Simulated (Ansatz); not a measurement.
# TaN: the cost of one run

Computed with Ansatz 0.2.0 through its Python package. Level of theory: DFT r2SCAN+D3(BJ), plane waves, PAW.

## 1. The structure

The structure is hexagonal, space group P-62m (No. 189). Conventional cell: a = 5.196 Å, b = 5.196 Å, c = 2.911 Å, α = 90.00°, β = 90.00°, γ = 120.00°. Ta (site symmetry -6) is surrounded by 6 N at 2.16 Å. Around Ta (site symmetry -62m) lie 3 N at 2.04 Å. Around N (site symmetry m2m) lie 5 Ta at 2.04 to 2.16 Å.

No structure file is read: the coordinates are typed or built in the script.

## 2. The code

strain_tan.py

```python
# -*- coding: utf-8 -*-
"""A tetragonal strain scan of TaN."""

from dataclasses import dataclass

import ansatz as az
import numpy as np


@dataclass(frozen=True)
class RunConfig:
    xc: str = "r2SCAN"
    dispersion: str = "D3(BJ)"
    smearing: str = "Fermi-Dirac"
    width_ev: float = 0.1
    cutoff_ev: int = 520
    kgrid: tuple[int, ...] = (8, 8, 12)


cfg = RunConfig()

vectors0 = np.array([
    [5.196, 0.0, 0.0],
    [-2.598, 4.499868, 0.0],
    [0.0, 0.0, 2.911],
])
sites = [
    ("Ta", (1 / 3, 2 / 3, 0.5)),
    ("Ta", (2 / 3, 1 / 3, 0.5)),
    ("Ta", (0.0, 0.0, 0.0)),
    ("N", (0.39285, 0.0, 0.0)),
    ("N", (0.60715, 0.60715, 0.0)),
    ("N", (0.0, 0.39285, 0.0)),
]


def crystal_on(cell):
    crystal = az.Crystal(lattice=az.Lattice.of(cell))
    for symbol, position in sites:
        crystal = crystal.atom(symbol, position)
    return crystal

# clamped ions: the fractional positions stay as typed
values = np.linspace(-0.02, 0.02, 5)
energies = []
for d in values:
    strain = np.diag([d, d, (1 + d) ** -2 - 1])
    cell = vectors0 @ (np.eye(3) + strain)
    job = (
        crystal_on(cell).calculation()
        .functional(cfg.xc, dispersion=cfg.dispersion)
        .pseudopotentials("paw")
        .occupations(cfg.smearing, width=cfg.width_ev)  # the run then minimises F = E - TS
        .basis(cfg.cutoff_ev)
        .kpoints(*cfg.kgrid)  # the mesh must be finer for metals
    )
    report = job.run(threads=1, pin="off").report
    energies.append(report["free_energy_ev"] / len(sites))
    print(f"d = {d:+.4f}  F = {energies[-1]:.5f} eV/atom")
energies = np.array(energies)

for value, e in zip(values, energies):
    print(f"strain {value:7.3f}   E - Emin = {1000 * (e - energies.min()):9.3f} meV/atom")
curvature = 2 * np.polyfit(values, energies, 3)[1]
volume = abs(np.linalg.det(vectors0)) / len(sites)
print(f"d2E/dd2 over the volume: {curvature / volume * 160.21766:.1f} GPa")
```

## 3. What the engine is handed

The engine receives this input (first run):

```yaml
crystal:
  lattice:
    - [5.092079999999999, 0.0, 0.0]
    - [-2.5460399999999996, 4.40987064, 0.0]
    - [0.0, 0.0, 3.0310287380258227]
  atoms:
    - { symbol: Ta, position: [0.3333333333333333, 0.6666666666666666, 0.5] }
    - { symbol: Ta, position: [0.6666666666666666, 0.3333333333333333, 0.5] }
    - { symbol: Ta, position: [0.0, 0.0, 0.0] }
    - { symbol: "N", position: [0.39285, 0.0, 0.0] }
    - { symbol: "N", position: [0.60715, 0.60715, 0.0] }
    - { symbol: "N", position: [0.0, 0.39285, 0.0] }
basis:
  ecutwfc: 520.0
kpoints:
  mp_grid:
    grid: [8, 8, 12]
hamiltonian:
  xc: r2scan
  dispersion: d3bj
  pseudopotentials:
    kind: paw
scf:
  occupations:
    method: fermi_dirac
    width: 0.1
```

## 4. The run

Started as:

```console
> python strain_tan.py
```

Q: Estimate wall time and peak memory on 1 thread of Arm Neoverse V1, shared host.

About 2.8 min, with a peak of 0.58 GiB.
